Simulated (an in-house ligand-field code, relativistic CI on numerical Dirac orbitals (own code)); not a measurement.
# d2 in a ligand field: terms against the cubic field

Aim: the terms of a d2 shell from Racah B and C and the field, by exact diagonalisation.

Program: an in-house ligand-field code version 1. Level of theory: parametric ligand-field model of a d^n configuration (Racah B and C, spin-orbit zeta, crystal field), exact diagonalisation. These are calculated values, not measurements, unless marked.

**1. The system**

| Property | Result |
| --- | --- |
| shell | d2 |
| set 1 (cm⁻¹) | B = 1100, C = 5300, Oh, 10Dq = 1100 |
| set 2 (cm⁻¹) | B = 1100, C = 5300, Oh, 10Dq = 3300 |
| set 3 (cm⁻¹) | B = 1100, C = 5300, Oh, 10Dq = 5500 |
| set 4 (cm⁻¹) | B = 1100, C = 5300, Oh, 10Dq = 7700 |
| set 5 (cm⁻¹) | B = 1100, C = 5300, Oh, 10Dq = 9900 |
| set 6 (cm⁻¹) | B = 1100, C = 5300, Oh, 10Dq = 12100 |
| set 7 (cm⁻¹) | B = 1100, C = 5300, Oh, 10Dq = 14300 |
| set 8 (cm⁻¹) | B = 1100, C = 5300, Oh, 10Dq = 16500 |

**2. Set 1**

Settings, as recorded:

```ini
n = 2
racah_B = 1100  # cm-1
racah_C = 5300  # cm-1
zeta = 0  # cm-1
symmetry = Oh
field = {"10Dq": 1100}  # cm-1
```

**3. Set 2**

Settings, as recorded:

```ini
n = 2
racah_B = 1100  # cm-1
racah_C = 5300  # cm-1
zeta = 0  # cm-1
symmetry = Oh
field = {"10Dq": 3300}  # cm-1
```

**4. Set 3**

Settings, as recorded:

```ini
n = 2
racah_B = 1100  # cm-1
racah_C = 5300  # cm-1
zeta = 0  # cm-1
symmetry = Oh
field = {"10Dq": 5500}  # cm-1
```

**5. Set 4**

Settings, as recorded:

```ini
n = 2
racah_B = 1100  # cm-1
racah_C = 5300  # cm-1
zeta = 0  # cm-1
symmetry = Oh
field = {"10Dq": 7700}  # cm-1
```

**6. Set 5**

Settings, as recorded:

```ini
n = 2
racah_B = 1100  # cm-1
racah_C = 5300  # cm-1
zeta = 0  # cm-1
symmetry = Oh
field = {"10Dq": 9900}  # cm-1
```

**7. Set 6**

Settings, as recorded:

```ini
n = 2
racah_B = 1100  # cm-1
racah_C = 5300  # cm-1
zeta = 0  # cm-1
symmetry = Oh
field = {"10Dq": 12100}  # cm-1
```

**8. Set 7**

Settings, as recorded:

```ini
n = 2
racah_B = 1100  # cm-1
racah_C = 5300  # cm-1
zeta = 0  # cm-1
symmetry = Oh
field = {"10Dq": 14300}  # cm-1
```

**9. Set 8**

Settings, as recorded:

```ini
n = 2
racah_B = 1100  # cm-1
racah_C = 5300  # cm-1
zeta = 0  # cm-1
symmetry = Oh
field = {"10Dq": 16500}  # cm-1
```

(Steps that only read results are left out.)

Q: Predict the outcome of this session. Wanted: lowest terms.

The runs gave:

| set | 10Dq/B (size) | lowest | S | electrons in z² and x²-y² | first level of the same spin (cm⁻¹) |
| --- | --- | --- | --- | --- | --- |
| 1: Oh | 1.0 | 3T1 | 1.00 | 0.18 | 3T2 891 |
| 2: Oh | 3.0 | 3T1 | 1.00 | 0.15 | 3T2 2734 |
| 3: Oh | 5.0 | 3T1 | 1.00 | 0.12 | 3T2 4641 |
| 4: Oh | 7.0 | 3T1 | 1.00 | 0.10 | 3T2 6600 |
| 5: Oh | 9.0 | 3T1 | 1.00 | 0.08 | 3T2 8598 |
| 6: Oh | 11.0 | 3T1 | 1.00 | 0.07 | 3T2 10628 |
| 7: Oh | 13.0 | 3T1 | 1.00 | 0.06 | 3T2 12683 |
| 8: Oh | 15.0 | 3T1 | 1.00 | 0.05 | 3T2 14758 |

| quantity | value |
| --- | --- |
| lowest terms | 1: 3T1, 2: 3T1, 3: 3T1, 4: 3T1, 5: 3T1, 6: 3T1, 7: 3T1, 8: 3T1 |

In words: The lowest term stays 3T1 over this range. B, C and the field are free parameters here, not those of a compound.
